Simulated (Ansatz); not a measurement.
**BClH3NO: a dynamics run in two tries**

Wanted: a short trajectory, and a check that the input is sound. SMILES of the start: NB(O)Cl.

All numbers below are computed with Ansatz 0.2.0 (RKS PBE0/6-31G*).

## 1. Starting point

Bond lengths: B1–N2 1.424 Å, N2–H3 0.997 Å, N2–H4 0.996 Å, B1–Cl5 1.791 Å, B1–O6 1.370 Å, O6–H7 0.965 Å. Angles: B1–N2–H3 117.7°, B1–N2–H4 119.3°, H3–N2–H4 121.5°, N2–B1–Cl5 114.0°, N2–B1–O6 126.6°, Cl5–B1–O6 119.3°, B1–O6–H7 112.1°.

Structure file:

```xyz
7

B    -0.0030   -0.0928    0.0033
N     0.0323   -0.0534    1.4262
H    -0.8086   -0.2674    1.9172
H     0.8083    0.3721    1.8837
Cl    1.5777    0.2290   -0.7748
O    -1.0914   -0.3769   -0.7796
H    -1.9116   -0.3853   -0.2712
```

## 2. First try

Contents of input.yaml:

```yaml
crystal:
  periodic: [false, false, false]
  atoms:
    - { symbol: B, position_ang: [-0.002967, -0.092842, 0.003264] }
    - { symbol: "N", position_ang: [0.032333, -0.053402, 1.42617] }
    - { symbol: H, position_ang: [-0.808608, -0.267403, 1.917218] }
    - { symbol: H, position_ang: [0.808312, 0.372144, 1.883731] }
    - { symbol: Cl, position_ang: [1.57773, 0.229, -0.774848] }
    - { symbol: O, position_ang: [-1.091366, -0.376943, -0.77963] }
    - { symbol: H, position_ang: [-1.911563, -0.385346, -0.27122] }
basis:
  gaussian: { orbitals: "6-31G*" }
hamiltonian:
  xc: pbe0
md:
  timestep: 1.0
  n_steps: 25
  ensemble: nvt_langevin
  temperature: 1000.0
  initial_velocities: maxwell_boltzmann
  seed: 851897
  friction: 0.005
  masses: [{ species: H, mass: 10.0 }]
  dt: 0.5
```

Started as:

```bash
$ ansatz run input.yaml --threads 1 --pin off --max-ram 2048MiB --backend cpu --events-out ev --progress --plain --runs-dir out
```

Q: Predict the outcome of this session. Wanted: first try.

As calculated:

| quantity | value |
| --- | --- |
| first try | refused |
| cause | one key bears a name from other programs (dt, n_images) that this one doesn't know |

What this shows: The fault in the first input was caught at the input check and cost nothing.
